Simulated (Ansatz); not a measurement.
This script drives Ansatz 0.2.0 through its Python package.

`run_bde.py`:
```python
# -*- coding: utf-8 -*-
"""X-H bond energies of C3H4O without relaxation."""

import ansatz as az


def energy(molecule, charge=0, unpaired=0):
    calc = molecule.calculation().basis(gaussian="aug-cc-pVDZ").functional("b3lyp", dispersion="d4")
    if charge:
        calc = calc.charge(charge)
    if unpaired:
        calc = calc.spin("collinear", total=unpaired)
    report = calc.run(threads=1).report
    if report["published_state_doubts"]:
        print("  doubts:", report["published_state_doubts"])
    return report["free_energy_ev"]

GEOMETRY = """
C    -0.47910    0.74480   -0.17430
C    -0.08480   -0.56200    0.26030
C     1.08180   -1.03580    0.07710
O     2.26940   -1.46060   -0.06570
H    -1.36000    0.68710   -0.90510
H    -0.86760    1.39140    0.67210
H     0.30290    1.34550   -0.67850
H    -0.77060   -1.16760    0.75830
"""

def without(molecule, index):
    rest = az.Crystal.molecule()
    for i, site in enumerate(molecule.cartesian_sites):
        if i != index:
            rest = rest.atom(site.symbol, site.position_ang)
    return rest


def main():
    system = az.Crystal.molecule()
    for line in GEOMETRY.strip().splitlines():
        symbol, *xyz = line.split()
        system = system.atom(symbol, [float(v) for v in xyz])

    whole = energy(system, 0)
    hydrogen = energy(az.Crystal.molecule().atom("H", (0, 0, 0)), 0, 1)
    print(f"E(molecule) = {whole:.5f} eV, E(H) = {hydrogen:.5f} eV")
    for index in [6, 7]:
        radical = energy(without(system, index), 0, 1)
        print(f"H{index}: homolysis {96.485332 * (radical + hydrogen - whole):.1f} kJ/mol")


if __name__ == "__main__":
    main()
```

It is started by `python run_bde.py`. How long does it take on 1 thread of Intel(R) Xeon(R) Platinum 8375C CPU @ 2.90GHz (Ice Lake), on a shared host, and how much memory does it need?

It took about 19 s, with a peak of 0.41 GiB, for 4 runs of the engine.

Running `python run_bde.py` prints:
```text
E(molecule) = -5222.48252 eV, E(H) = -13.65079 eV
H6: homolysis 480.7 kJ/mol
H7: homolysis 435.1 kJ/mol
```

What to keep in mind:
- Total energies depend on the basis set; only differences at equal settings carry meaning.
- The geometry is a force-field or estimated start, not a minimum of this method, and the basis set is short of its limit. All parts are taken at fixed geometry, without zero-point energy.
- b3lyp holds the VWN-RPA fit, as in Gaussian; the form of ORCA and Turbomole is b3lyp5.
